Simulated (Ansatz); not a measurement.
# C2H6GeO: rigid scan of one bond length

How does the energy of C2H6GeO change as one bond is stretched? Wanted for C2H6GeO: a rigid scan of one bond length. SMILES: [CH3][GeH2][CH]=O.

All numbers are computed with Ansatz 0.2.0 through its Python package. Level of theory: r2SCAN/def2-SVP.

## (1) The structure

Bond lengths: C1–Ge2 1.940 Å, Ge2–C3 1.897 Å, C3–O4 1.260 Å, C1–H5 1.173 Å, C1–H6 1.098 Å, C1–H7 1.092 Å, Ge2–H8 1.512 Å, Ge2–H9 1.504 Å, C3–H10 1.072 Å. Angles (14 of 15 angles, heavy atoms first): C1–Ge2–C3 108.1°, Ge2–C3–O4 121.3°, C1–Ge2–H8 109.8°, C1–Ge2–H9 109.5°, C3–Ge2–H8 109.5°, C3–Ge2–H9 109.7°, Ge2–C1–H5 106.5°, Ge2–C1–H6 111.3°, Ge2–C1–H7 112.6°, Ge2–C3–H10 122.6°, O4–C3–H10 115.7°, H8–Ge2–H9 110.3°, H5–C1–H6 106.0°, H5–C1–H7 107.4°.

No structure file is read: the coordinates are typed or built in the script.

## (2) Script

File c2h6geo_scan.py:

```python
import ansatz as az
import numpy as np

BASIS = "def2-SVP"
XC = "r2SCAN"

mol = (
    az.Crystal.molecule()
    .atom("C", [0.4029, 1.377, -0.0063])
    .atom("Ge", [-0.6736, -0.2072, -0.3128])
    .atom("C", [0.2837, -1.7076, 0.3432])
    .atom("O", [0.6954, -1.7521, 1.5329])
    .atom("H", [-0.2125, 2.2846, -0.4232])
    .atom("H", [0.5361, 1.5683, 1.0671])
    .atom("H", [1.3521, 1.35, -0.5457])
    .atom("H", [-1.9865, -0.0848, 0.4264])
    .atom("H", [-0.9195, -0.3694, -1.7878])
    .atom("H", [0.6048, -2.5099, -0.2907])
)

symbols = [site.symbol for site in mol.cartesian_sites]
start = np.array([site.position_ang for site in mol.cartesian_sites])
axis = (start[5] - start[0]) / np.linalg.norm(start[5] - start[0])
moving = [5]
lengths, energies = [0.967, 1.011, 1.054, 1.098, 1.142, 1.186, 1.23, 1.296], []
for length in lengths:
    xyz = start.copy()
    xyz[moving] += (length - np.linalg.norm(start[5] - start[0])) * axis
    point = az.Crystal.molecule()
    for symbol, place in zip(symbols, xyz):
        point = point.atom(symbol, place.tolist())
    model = point.calculation().basis(gaussian=BASIS).functional(XC)
    data = model.run().report
    energies.append(data["free_energy_ev"])
    print(f"r = {length:6.3f} A  E = {energies[-1]:.5f} eV  <S^2> = {abs(data['mean_field']['state']['spin_squared']):.3f}")

fit = np.polynomial.Polynomial.fit(lengths, np.array(energies) - min(energies), 4).convert()
roots = [r.real for r in fit.deriv().roots() if abs(r.imag) < 1e-9 and fit.deriv(2)(r.real) > 0]
r_e = min(roots, key=lambda r: abs(r - lengths[int(np.argmin(energies))]))
print(f"minimum of the fit at {r_e:.4f} A, force constant {fit.deriv(2)(r_e):.2f} eV/A^2")
```

## (3) What the engine is handed

The engine receives this input (first run):

```yaml
crystal:
  periodic: [false, false, false]
  atoms:
    - { symbol: C, position_ang: [0.4029, 1.377, -0.0063] }
    - { symbol: Ge, position_ang: [-0.6736, -0.2072, -0.3128] }
    - { symbol: C, position_ang: [0.2837, -1.7076, 0.3432] }
    - { symbol: O, position_ang: [0.6954, -1.7521, 1.5329] }
    - { symbol: H, position_ang: [-0.2125, 2.2846, -0.4232] }
    - { symbol: H, position_ang: [0.5201633907975488, 1.5454120620087919, 0.9386739015171839] }
    - { symbol: H, position_ang: [1.3521, 1.35, -0.5457] }
    - { symbol: H, position_ang: [-1.9865, -0.0848, 0.4264] }
    - { symbol: H, position_ang: [-0.9195, -0.3694, -1.7878] }
    - { symbol: H, position_ang: [0.6048, -2.5099, -0.2907] }
basis:
  gaussian:
    orbitals: def2-SVP
hamiltonian:
  xc: r2scan
```

## (4) Launch

Run with:

```sh
$ python c2h6geo_scan.py
```

**Question.** What results will this script give? Wanted: range of energy; lowest point, distance.

The runs gave:

| quantity | value |
| --- | --- |
| bond length at the fit's minimum | 1.0986 Å |
| runs compared | 8 |
| range of energy | 0.462 eV |
| lowest point, distance (Å) | 1.10 |

In words: The lowest point, at 1.10, lies inside the range. The ends stand 0.384 and 0.462 eV above it. The distance scanned is the script's pair 0, 5. Notes:
- The rest of the molecule is held rigid at a force-field or estimated start geometry, and the basis set is modest; single-reference methods fail as a bond breaks.
- The orbitals are restricted, so S² is zero by construction.
